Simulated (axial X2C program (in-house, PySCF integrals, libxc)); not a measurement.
# A two-component session on TeN: EOM-IP-CCSD levels

Wanted for TeN: EOM-IP-CCSD levels, at the two-component level.

The runs use an in-house X2C program for linear molecules on PySCF integrals; two-component X2C with atomic mean-field terms, Te dyall-acv3z, N dyall-av3z.

All values are calculated.

### 1 The job

Input file task.json:

```json
{"zs": [52, 7], "q": 0, "bas": ["dyall-acv3z", "dyall-av3z"], "r0": 1.88, "eom": "ip", "rq": -1, "thr": -1.0, "nmax": 95, "grid": [1, 0.96, 1.045, 0.92, 1.09, 1.15]}
```

Keys: zs atomic numbers; q charge; bas basis sets; r0 starting distance in Å; eom kind of EOM run; thr threshold in hartree for freezing inner shells (an s shell follows its p shell); nmax most natural virtual spinors; grid distances as factors.

The run is started by

```bash
$ python soeom.py task.json out
```

After this run come: EOM-IP-CCSD at 1.949 Å.

**Question.** What will these runs give? Wanted: next root led by one particle; T1 of the reference; lowest state, Re and ωe.

**Answer**, as computed:

| quantity | value |
| --- | --- |
| lowest root at 1.949 Å | Ω = 1/2, 1.625 eV |
| next root led by one particle | Ω = 3/2, about 16100 cm⁻¹ higher |
| T1 of the reference | 0.052 |
| lowest state, Re and ωe | 1.846 Å, 876 cm⁻¹ |

In words: Removing an electron from the reference determinant of TeN⁻ costs 1.62 eV and empties a spinor of 41% N pπ, 40% Te pπ, 9% Te dπ. The closed-shell reference lies 0.76 eV above the lowest determinant found, so these energies count from an excited configuration. Errors of 0.1 to 0.3 eV are usual at this size, and roots led by higher excitations are left out, so the list is incomplete, and low states of that kind can be missing. T1 or the largest double amplitude of the reference is raised, which lowers the reliability. The bond is 0.095 Å shorter than in the closed-shell reference at CCSD (1.941 Å).
